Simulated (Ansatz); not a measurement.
CS2:

```
CELL_PARAMETERS angstrom
3.64579 -2.99431 0.00000
3.64579 2.99431 0.00000
0.00000 0.00000 9.85126
ATOMIC_POSITIONS crystal
S 0.18152 0.81848 0.88687
S 0.31848 0.68152 0.38687
S 0.68152 0.31848 0.61313
S 0.81848 0.18152 0.11313
C 0.50000 0.50000 0.50000
C 0.00000 0.00000 0.00000
```

The cell comes from a database or a generator and needn't be the stable form of this composition.

- Program: Ansatz 0.2.0
- Task: relaxation of cell and atoms
- Functional: PBEsol
- Dispersion: D3(BJ)
- Potentials or basis: Ansatz PAW
- Cutoff: 420 eV (not typed: the program's choice for these potentials)
- k mesh: 6 × 6 × 3
- Occupations: fermi-dirac, width 0.05 eV
- Spin: no spin polarisation

At the start: volume 35.85 Å³/atom.

Problem. How do energy, volume and symmetry change on relaxing?

Solution. It ends after 16 steps and the volume is 22.71 Å³/atom (-36.7 %); space group Cmce (No. 64, to 0.05 Å).

Step by step:
| step | energy change (eV) | largest force (eV/Å) | volume (Å³) |
| --- | --- | --- | --- |
| 1 | 0.0000 | 0.0950 | 215.09 |
| 2 | -0.0705 | 0.1024 | 199.68 |
| 3 | -0.1422 | 0.1070 | 184.87 |
| 4 | -0.2554 | 0.2944 | 160.86 |
| 5 | -0.3252 | 0.0301 | 141.69 |
| 6 | -0.3310 | 0.0086 | 139.45 |
| 7 | -0.3341 | 0.0195 | 134.77 |
| 8 | -0.3349 | 0.0287 | 136.58 |
| 9 | -0.3353 | 0.0043 | 137.05 |
| 10 | -0.3355 | 0.1083 | 137.22 |
| 11 | -0.3354 | 0.0830 | 137.72 |
| 12 | -0.3359 | 0.0006 | 137.43 |
| 13 | -0.3287 | 0.0017 | 137.43 |
| 14 | -0.3294 | 0.0017 | 136.39 |
| 15 | -0.3295 | 0.0050 | 136.25 |
| 16 | -0.3290 | 0.0050 | 136.25 |

Final structure:
```xyz
6
Lattice="2.9107 -2.6042 0.0000 2.9107 2.6042 0.0000 0.0000 0.0000 8.9872" Properties=species:S:1:pos:R:3 pbc="T T T"
S     2.9107    1.5597    7.8302
S     2.9107    1.0445    3.3366
S     2.9107   -1.0445    5.6505
S     2.9107   -1.5597    1.1569
C     2.9107    0.0000    4.4936
C     0.0000    0.0000    0.0000
```

Caveat: the volume moved by over 15 % at a fixed basis, so the end points are rough; the plane-wave basis is chosen anew once the cell has moved, so the energies of steps on either side of that aren't comparable; the PAW data sets come from PBE, with cores solved anew for the run's functional, which leaves a small shift of forces and pressure.
